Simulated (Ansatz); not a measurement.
# Pd: the cost of one run

Method: DFT PBEsol, scalar-relativistic, in Ansatz 0.2.0.

### 1 The starting structure

The structure is cubic, space group Fm-3m (No. 225). The conventional cell has a = 3.890 Å, b = 3.890 Å, c = 3.890 Å, α = 90.00°, β = 90.00°, γ = 90.00°. Pd (site symmetry m-3m) is surrounded by 12 Pd at 2.75 Å.

Structure file:

```
Pd
1.0
     0.00000    1.94490    1.94490
     1.94490    0.00000    1.94490
     1.94490    1.94490    0.00000
Pd
1
Direct
  0.00000 0.00000 0.00000
```

### 2 The deformed structure

Space group Fm-3m before, R-3m after.

### 3 All-electron LAPW

File input.yaml:

```yaml
crystal:
  lattice:
    - [-0.019449, 1.9351755, 1.9351755]
    - [1.9351755, -0.019449, 1.9351755]
    - [1.9351755, 1.9351755, -0.019449]
  atoms:
    - { symbol: Pd, position: [0.0, 0.0, 0.0] }
kpoints:
  mp_grid: { grid: [18, 18, 18] }
  band_path:
    path:
      - [0.0, 0.0, 0.0]
      - [0.5, 0.5, 0.5]
      - [0.2525443832, 0.5, 0.7474556168]
      - [-0.2525443832, 0.2525443832, 0.5]
      - [0.0, 0.0, 0.5]
      - [0.0, 0.0, 0.0]
      - [-0.3762721916, 0.0, 0.3762721916]
      - [0.0, 0.3762721916, 0.6237278084]
      - [0.0, 0.5, 0.5]
    npoints: 5
scf:
  occupations: { method: fermi_dirac, width: 0.05 }
hamiltonian:
  xc: pbesol
  pseudopotentials: { kind: all_electron, lapw: { basis_error: 0.00025 } }
output:
  forces: true
  stress: true
  eigenvalues: true
```

Started as:

```sh
> ansatz run input.yaml --threads 1 --pin off --max-ram 3072MiB --backend cpu --events-out ev --progress --plain --runs-dir out
```

**Question.** How long does this run take on 1 thread of Arm Neoverse N1, shared host, and how much memory does it need?

About 94 s, with a peak of 0.83 GiB.
